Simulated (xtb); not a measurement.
# triplet [BCl2F2]−: GFN1-xTB

We compute energy and forces of triplet [BCl2F2]−. 

The results are computed with xtb 6.7.1.

5 further runs of the same task are left out: 5 set aside as unsound or not needed.

## (1) The molecule

The species is [BCl2F2]− (5 atoms), meant as a triplet with charge -1. SMILES of the parent species: `F[B-](F)(Cl)Cl`. The coordinates come from a GFN2-xTB relaxation. That shape belongs to the parent species and isn't relaxed for this state.

Bond lengths: F1–B2 1.370 Å, B2–F3 1.371 Å, B2–Cl4 1.869 Å, B2–Cl5 1.870 Å. Angles: F1–B2–F3 109.7°, F1–B2–Cl4 109.5°, F1–B2–Cl5 109.4°, F3–B2–Cl4 109.5°, F3–B2–Cl5 109.4°, Cl4–B2–Cl5 109.3°.

## (2) Energy and forces at GFN1-xTB

geom.xyz

```xyz
5
start
F      0.31172000    -0.22279000     1.38939000
B      0.06026000    -0.08785000     0.04900000
F      0.62875000    -1.13113000    -0.63589000
Cl    -1.78624000    -0.08292000    -0.24225000
Cl     0.78551000     1.52469000    -0.56026000
```

Started as:

```
xtb geom.xyz --grad --chrg -1 -u 2 --gfn 1 | tee run.log
```

What values should one expect? Wanted: total energy; HOMO energy; LUMO energy; dispersion energy; largest force on an atom.

Computed results:

At GFN1-xTB:

| quantity | value |
| --- | --- |
| total energy | -20.31441 Eh |
| HOMO energy (partly filled) | 1.81 eV |
| LUMO energy | 3.47 eV |
| dispersion energy | -4.05 kJ/mol |
| largest force on an atom | 4.106 eV/Å |

In words: Mulliken charges run from -0.41 on F3 to +0.50 on B2. The HOMO lies at positive energy, 1.81 eV: the electron is unbound at this level or held by a compact basis; values depend on the basis.
